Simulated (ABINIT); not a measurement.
Runs of ABINIT 10.8.3 (patched build) on NaLaMnMoO6. The structure is monoclinic, space group P2_1 (No. 4). The conventional cell has a = 5.557 Å, b = 5.598 Å, c = 8.025 Å, α = 90.00°, β = 90.44°, γ = 90.00°. Na (site symmetry 1) is surrounded by 4 O at 2.36 to 2.63 Å. La (site symmetry 1) has 8 O at 2.40 to 2.69 Å as nearest neighbours. Mn (site symmetry 1) has 6 O at 2.07 to 2.20 Å as nearest neighbours. Around Mo (site symmetry 1) lie 5 O at 1.83 to 2.03 Å. Around O (site symmetry 1) lie 1 Mo at 1.83 Å and 1 Mn at 2.08 Å. O (site symmetry 1) has 1 Mo at 1.87 Å as nearest neighbours. Around O (site symmetry 1) lie 1 Mo at 1.91 Å and 1 Mn at 2.08 Å. Around O (site symmetry 1) lie 1 Mo at 2.03 Å and 1 Mn at 2.07 Å. The cell was built by a generator and needn't be a form met in nature.

```tsv
task	level	spin	U	double counting (usepawu)	k mesh for the DOS	gap on the mesh (eV)	pressure (GPa)	moment (μB)	largest force (eV/Å)
single point	PBE+U	collinear, ferromagnetic start	Mn d U = 0 eV, Mo d U = 0 eV	1	-	0.15	-0.2	9.91	0.06
projected density of states	PBE	collinear, ferromagnetic start	-	-	3 × 3 × 3	0.15	-0.2	9.91	0.06
single point	PBE	collinear, ferromagnetic start	-	-	-	0.15	-0.2	9.91	0.06
single point	PBE	off	-	-	-	none	-6.8	-	(a)
```

Alike in all rows: potentials or basis Ansatz PAW PBE generated set soft_1, frozen core; cell as given; k mesh 2 × 2 × 2; cutoff (eV) 435; smearing fermi-dirac 0.05 eV; the mesh is coarse, so values aren't converged.

Q: Estimate the missing entries.

A: (a) 1.46.

Caveats: all runs use coarse meshes; the atomic spheres overlap; spin-orbit coupling is left out, which moves the levels of the heavy elements (some runs); small starting moments can end in a higher magnetic state in this program (some runs); semilocal functionals often make such compounds metallic where correlation or magnetic order opens a gap, which also shifts bond lengths (some runs); forces of over 1 eV/Å show positions far from the minimum, so gaps and moduli don't describe the material at rest (some runs).

A k mesh can miss the band edges, and the runs leave out spin-orbit coupling on La, Mo.

A gap of «none» marks a metal or a gap under the smearing width.
